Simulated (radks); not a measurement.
**The Coulomb parameter U of the 3d shell of Ni⁺**

An exercise on one series of results from a longer session: the logs are not shown, and one member is left open.

Program: radks (a radial shooting solver on a logarithmic mesh, Libxc functionals) version 1. Level of theory: scalar-relativistic Kohn-Sham, PBEsol, spin-unpolarised, spherical densities, finite nucleus. These are calculated values, not measurements, unless marked.

## What is computed

| Quantity | Value |
| --- | --- |
| element | nickel (Z = 28) |
| charge | +1 |
| electrons | 27 |
| configuration | [Ar] 3d8 4s1 |
| nuclear rms radius | 3.7757 fm |

Outer shells as boxes (Hund's rule):

Ni⁺
```
[Ar] core
3d [↑↓][↑↓][↑↓][↑ ][↑ ]
4s [↑ ]
```

Set-up of the first run:

Settings of this run:

```text
Z 28
configuration [Ar] 3d8 4s1
relativity scalar-relativistic
functional pbe_sol,pbe_sol
spin unpolarised
nucleus finite rms 3.7757 fm
c 137.035999084
```

Steps of the session up to this table: Start: [Ar] 3d8 4s1.

One table of the session follows, with a row left open; its other results are not shown here.

It belongs to the step «Start: [Ar] 3d8 4s1». Radial moments (bohr):

```
level      <r>  outermost maximum (interpolated)  90 % within  nodes
   1s  0.05412                            0.0354       0.0967      0
   2s   0.2451                             0.205        0.380      1
   2p        ?                                 ?            ?      ?
   3s   0.7410                             0.640         1.11      2
   3p   0.7794                             0.647         1.20      1
   3d   0.9910                             0.630         1.74      0
   4s    2.532                              2.12         3.80      3
```

Q: Estimate the row for 2p from the others.

**Answer.** <r>: 0.2154; outermost maximum (interpolated): 0.165; 90 % within: 0.353; nodes: 0. In the column «<r>» it lies between 1s (0.05412) and 2s (0.2451).
